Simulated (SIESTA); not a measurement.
Crystal: Ta3AsAu2O13.

```xyz
19
Lattice="5.7238 -0.0075 -0.0040 1.3028 6.2550 0.0056 0.2757 1.3007 8.3675" Properties=species:S:1:pos:R:3 pbc="T T T"
Ta    1.8016    2.6675    4.8901
Ta    0.6106    1.9943    8.3559
Ta    4.2828    4.5395    4.2252
As    4.7578    6.6860    6.9518
Au    3.4916    0.8150    1.5556
Au    1.4492    5.7148    3.7432
O     4.8936    5.2811    5.9496
O     3.3221    1.7411    5.8246
O     6.2809    6.7422    7.6940
O     3.3672    6.6706    7.9235
O     4.5687    1.8638    0.2577
O     1.7240    1.5064    0.9269
O     0.9962    1.2256    4.1088
O     3.3758    2.9946    3.6400
O     0.9058    2.6910    6.5776
O     6.1615    3.9169    3.8186
O     4.0664    5.7780    2.9290
O     2.4385    4.7506    5.2300
O     6.5613    6.2408    1.8957
```

The cell was built by a generator and needn't be a form met in nature.

| Item | Value |
| --- | --- |
| Program | SIESTA 5.4.2 |
| Task | relaxation of cell and atoms |
| Functional | RPBE |
| Potentials or basis | PseudoDojo 0.4 standard (PBE files) |
| Basis | DZP (energy shift 0.003 Ry; two zetas on semicore shells) |
| Grid cutoff | 800 Ry |
| Energy shift | 0.003 Ry |
| k mesh | 4 × 4 × 3 |
| Occupations | fermi-dirac, width 0.05 eV |
| Spin | no spin polarisation |

At the start: pressure 6.4 GPa; volume 15.77 Å³/atom.

Task: Where does the relaxation end?

Result: Over 13 steps the energy falls by 15.8 meV/atom and the volume is 16.41 Å³/atom (+4.1 %); space group P1 (No. 1, to 0.05 Å).

Step by step:
```
step  energy change (eV)  largest force (eV/Å)  pressure (GPa)  volume (Å³)
   1              0.0000                0.9810            6.39       299.62
   2             -0.2508                0.6495            0.80       308.55
   3             -0.2781                0.3320            0.70       309.69
   4             -0.2868                0.1705            0.16       310.76
   5             -0.2903                0.1232            0.07       311.17
   6             -0.2925                0.1011            0.01       311.41
   7             -0.2949                0.0868            0.01       311.54
   8             -0.2967                0.0738            0.01       311.65
   9             -0.2979                0.0612            0.00       311.73
  10             -0.2990                0.0460            0.00       311.80
  11             -0.2996                0.0358            0.00       311.83
  12             -0.3000                0.0308            0.00       311.85
  13             -0.3005                0.0256            0.00       311.86
```

Final structure:
```
Ta As Au O
1.0
     5.80382   -0.01261   -0.01838
     1.31543    6.33569   -0.01247
     0.25751    1.29759    8.47469
Ta As Au O
3 1 2 13
Direct
  0.21824 0.30537 0.58573
  0.03352 0.11409 0.99763
  0.58234 0.62154 0.50403
  0.58503 0.89695 0.83126
  0.57861 0.09197 0.18563
  0.04421 0.82229 0.44610
  0.66648 0.69480 0.71034
  0.51881 0.13624 0.69424
  0.85311 0.88412 0.92053
  0.34343 0.86711 0.94972
  0.73180 0.29146 0.03086
  0.24174 0.22381 0.11096
  0.12918 0.09831 0.49053
  0.47791 0.38986 0.43460
  0.06226 0.26618 0.78681
  0.93191 0.53211 0.45781
  0.49729 0.85077 0.35084
  0.25560 0.63230 0.62491
  0.91691 0.94360 0.22246
```

Caveat: short orbitals over semicore shells can move pressures by several GPa; the potentials were made for another functional, which shifts forces and pressure; the basis of atomic orbitals isn't converged, which shifts pressures, moduli and gaps.
